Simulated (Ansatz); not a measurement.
# RbTi2P3O12: the cost of one run

Computed with Ansatz 0.2.0 (DFT, PBE, plane-wave PAW, default files, scalar-relativistic, as far as a step names no other, unless a step's input says otherwise).

## (1) The starting structure

It takes space group R-3c (No. 167, trigonal). Conventional cell: a = 8.439 Å, b = 8.439 Å, c = 23.803 Å, α = 90.00°, β = 90.00°, γ = 120.00°. Rb (site symmetry -3) has 6 O at 2.89 Å as nearest neighbours. Ti (site symmetry 3) has 6 O at 1.96 to 1.97 Å as nearest neighbours. P (site symmetry 2) has 4 O at 1.55 Å as nearest neighbours. O (site symmetry 1) has 1 P at 1.55 Å and 1 Ti at 1.96 Å as nearest neighbours. O (site symmetry 1) is surrounded by 1 P at 1.55 Å and 1 Ti at 1.97 Å.

Structure file:

```
Rb Ti P O
1.0
     4.21952    2.43614    7.93439
    -4.21952    2.43614    7.93439
     0.00000   -4.87228    7.93439
Rb Ti P O
2 4 6 24
Cartesian
  0.0000 0.0000 0.0000
  0.0000 0.0000 11.9016
  0.0000 0.0000 20.2126
  0.0000 0.0000 15.4921
  0.0000 0.0000 3.5905
  0.0000 0.0000 8.3110
  -3.0387 -0.3909 9.9180
  1.1808 2.8270 9.9180
  1.8579 -2.4361 9.9180
  3.0387 0.3909 13.8852
  -1.1808 -2.8270 13.8852
  -1.8579 2.4361 13.8852
  2.7024 -1.9806 11.1293
  -3.0665 -1.3501 11.1293
  0.3640 3.3307 11.1293
  1.1531 -1.0861 16.6410
  -1.5171 -0.4555 16.6410
  0.3640 1.5416 16.6410
  -2.7024 1.9806 12.6738
  3.0665 1.3501 12.6738
  -0.3640 -3.3307 12.6738
  -1.1531 1.0861 7.1621
  1.5171 0.4555 7.1621
  -0.3640 -1.5416 7.1621
  3.6344 -0.9683 13.4541
  -0.9787 3.6316 13.4541
  -2.6557 -2.6633 13.4541
  -0.5851 -1.4679 14.3163
  1.5638 0.2272 14.3163
  -0.9787 1.2407 14.3163
  -3.6344 0.9683 10.3491
  0.9787 -3.6316 10.3491
  2.6557 2.6633 10.3491
  0.5851 1.4679 9.4869
  -1.5638 -0.2272 9.4869
  0.9787 -1.2407 9.4869
```

## (2) First run, atoms as given

The input, input.yaml:

```yaml
crystal:
  lattice:
    - [4.2195170216, 2.4361392883, 7.9343918759]
    - [-4.2195170216, 2.4361392883, 7.9343918759]
    - [0.0, -4.8722785765, 7.9343918759]
  atoms:
    - { symbol: Rb, position: [0.0, 0.0, 0.0] }
    - { symbol: Rb, position: [0.5, 0.5, 0.5] }
    - { symbol: Ti, position: [0.849157, 0.849157, 0.849157] }
    - { symbol: Ti, position: [0.650843, 0.650843, 0.650843] }
    - { symbol: Ti, position: [0.150843, 0.150843, 0.150843] }
    - { symbol: Ti, position: [0.349157, 0.349157, 0.349157] }
    - { symbol: P, position: [0.029847, 0.75, 0.470153] }
    - { symbol: P, position: [0.75, 0.470153, 0.029847] }
    - { symbol: P, position: [0.470153, 0.029847, 0.75] }
    - { symbol: P, position: [0.970153, 0.25, 0.529847] }
    - { symbol: P, position: [0.25, 0.529847, 0.970153] }
    - { symbol: P, position: [0.529847, 0.970153, 0.25] }
    - { symbol: O, position: [0.652284, 0.011826, 0.73856] }
    - { symbol: O, position: [0.011826, 0.73856, 0.652284] }
    - { symbol: O, position: [0.73856, 0.652284, 0.011826] }
    - { symbol: O, position: [0.76144, 0.488174, 0.847716] }
    - { symbol: O, position: [0.488174, 0.847716, 0.76144] }
    - { symbol: O, position: [0.847716, 0.76144, 0.488174] }
    - { symbol: O, position: [0.347716, 0.988174, 0.26144] }
    - { symbol: O, position: [0.988174, 0.26144, 0.347716] }
    - { symbol: O, position: [0.26144, 0.347716, 0.988174] }
    - { symbol: O, position: [0.23856, 0.511826, 0.152284] }
    - { symbol: O, position: [0.511826, 0.152284, 0.23856] }
    - { symbol: O, position: [0.152284, 0.23856, 0.511826] }
    - { symbol: O, position: [0.929644, 0.068315, 0.697708] }
    - { symbol: O, position: [0.697708, 0.929644, 0.068315] }
    - { symbol: O, position: [0.068315, 0.697708, 0.929644] }
    - { symbol: O, position: [0.431685, 0.570356, 0.802292] }
    - { symbol: O, position: [0.802292, 0.431685, 0.570356] }
    - { symbol: O, position: [0.570356, 0.802292, 0.431685] }
    - { symbol: O, position: [0.070356, 0.931685, 0.302292] }
    - { symbol: O, position: [0.302292, 0.070356, 0.931685] }
    - { symbol: O, position: [0.931685, 0.302292, 0.070356] }
    - { symbol: O, position: [0.568315, 0.429644, 0.197708] }
    - { symbol: O, position: [0.197708, 0.568315, 0.429644] }
    - { symbol: O, position: [0.429644, 0.197708, 0.568315] }
kpoints:
  mp_grid: { grid: [3, 3, 3] }
scf:
  occupations: { method: fermi_dirac, width: 0.02 }
hamiltonian:
  xc: pbe
  pseudopotentials: { kind: paw }
output:
  forces: true
  stress: true
  populations: true
  efg:
    quadrupole_moments_barn: { Rb: 0.1335, Ti: 0.247, O: -0.02558 }
    contact_densities: true
```

On the command line:

```bash
$ ansatz run input.yaml --threads 1 --pin off --max-ram 2560MiB --backend cpu --events-out ev --progress --plain --runs-dir out
```

What time and memory should one allow on 1 thread of Intel Xeon 6975P-C (Granite Rapids), shared host?

About 36 s, with a peak of 1.2 GiB.
